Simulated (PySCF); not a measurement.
**From one method to the next for Al⁺**

Aim: see what other levels and later steps give for Al⁺.

The runs use PySCF 2.14.0; method and basis as typed in the scripts.

### Step 1. The atom

Al⁺: 1 atom, charge 1, spin multiplicity 1.

### Step 2. The run that the others are compared with

File input.py:

```python
from pyscf import gto, scf, cc

mol = gto.M(
    atom='Al 0 0 0',
    basis='cc-pcvtz',
    charge=1,
    spin=0,
    symmetry=True,
    verbose=4,
)
mf = scf.RHF(mol)
mf.kernel()
mycc = cc.CCSD(mf, frozen=5)
mycc.kernel()
e = mycc.eeccsd(nroots=6)[0]
print('roots (eV) =', (e*27.211386).round(3))
mf.dip_moment()
print('orbital energies (hartree):', mf.mo_energy[..., max(0, mol.nelec[1]-3):mol.nelec[0]+3].round(4))
```

Launch:

```console
> OMP_NUM_THREADS=1 python input.py
```

Its log is not repeated here.

It gives: E(SCF) = -241.673444 Eh, 6 cycles, E(CCSD) − E(SCF) = -0.03974 Eh, excitation roots 4.517, 4.517, 4.517, 4.517, 4.517 eV.

### Step 3. Population analysis

Variant 1 changes step after the SCF: eomee → analyze.

File input.py:

```python
from pyscf import gto, scf

mol = gto.M(
    atom='Al 0 0 0',
    basis='cc-pcvtz',
    charge=1,
    spin=0,
    symmetry=True,
    verbose=4,
)
mf = scf.RHF(mol)
mf.kernel()
mf.analyze()
print('orbital energies (hartree):', mf.mo_energy[..., max(0, mol.nelec[1]-3):mol.nelec[0]+3].round(4))
```

Launch:

```console
> OMP_NUM_THREADS=1 python input.py
```

### Step 4. R2scan (RKS)

Variant 2 changes functional: none (Hartree–Fock) → r2scan; SCF type: RHF → RKS; step after the SCF: eomee → analyze.

File input.py:

```python
from pyscf import gto, dft

mol = gto.M(
    atom='Al 0 0 0',
    basis='cc-pcvtz',
    charge=1,
    spin=0,
    symmetry=True,
    verbose=4,
)
mf = dft.RKS(mol, xc='r2scan')
mf.kernel()
mf.analyze()
print('orbital energies (hartree):', mf.mo_energy[..., max(0, mol.nelec[1]-3):mol.nelec[0]+3].round(4))
```

### Step 5. CCSD(T)

Variant 3 changes step after the SCF: eomee → ccsd(t).

input.py: that of step 2 with these lines changed.

```diff
@@ -14,4 +14,3 @@
 mycc.kernel()
-e = mycc.eeccsd(nroots=6)[0]
-print('roots (eV) =', (e*27.211386).round(3))
+mycc.ccsd_t()
 mf.dip_moment()
```

### Step 6. Bhandhlyp (RKS)

Variant 4 changes functional: none (Hartree–Fock) → bhandhlyp; SCF type: RHF → RKS; step after the SCF: eomee → analyze.

File input.py:

```python
from pyscf import gto, dft

mol = gto.M(
    atom='Al 0 0 0',
    basis='cc-pcvtz',
    charge=1,
    spin=0,
    symmetry=True,
    verbose=4,
)
mf = dft.RKS(mol, xc='bhandhlyp')
mf.kernel()
mf.analyze()
print('orbital energies (hartree):', mf.mo_energy[..., max(0, mol.nelec[1]-3):mol.nelec[0]+3].round(4))
```

What does the calculation give? Wanted: for each run, E(SCF); from base; gap; after the SCF.

**Answer**, as computed:

```
                run  E(SCF) (hartree)  from base (eV)  cycles  gap (eV)                                                after the SCF
               base       -241.673444               0       6     12.46  CCSD correlation -1.081 eV, core frozen, first root 4.52 eV
population analysis       -241.673444          0.0000       6     12.46                                                          n/a
       r2scan (RKS)       -242.109927  not comparable       7      6.10                                                          n/a
            CCSD(T)       -241.673444          0.0000       6     12.46                   CCSD(T) correlation -1.081 eV, core frozen
    bhandhlyp (RKS)       -242.157693  not comparable       6      9.28                                                          n/a
```

In words: The gap between the frontier levels is 6.1 eV with r2scan (0 % exact exchange) and 9.3 eV with bhandhlyp (50 %): exact exchange opens it. A lower total energy from another functional means nothing by itself.
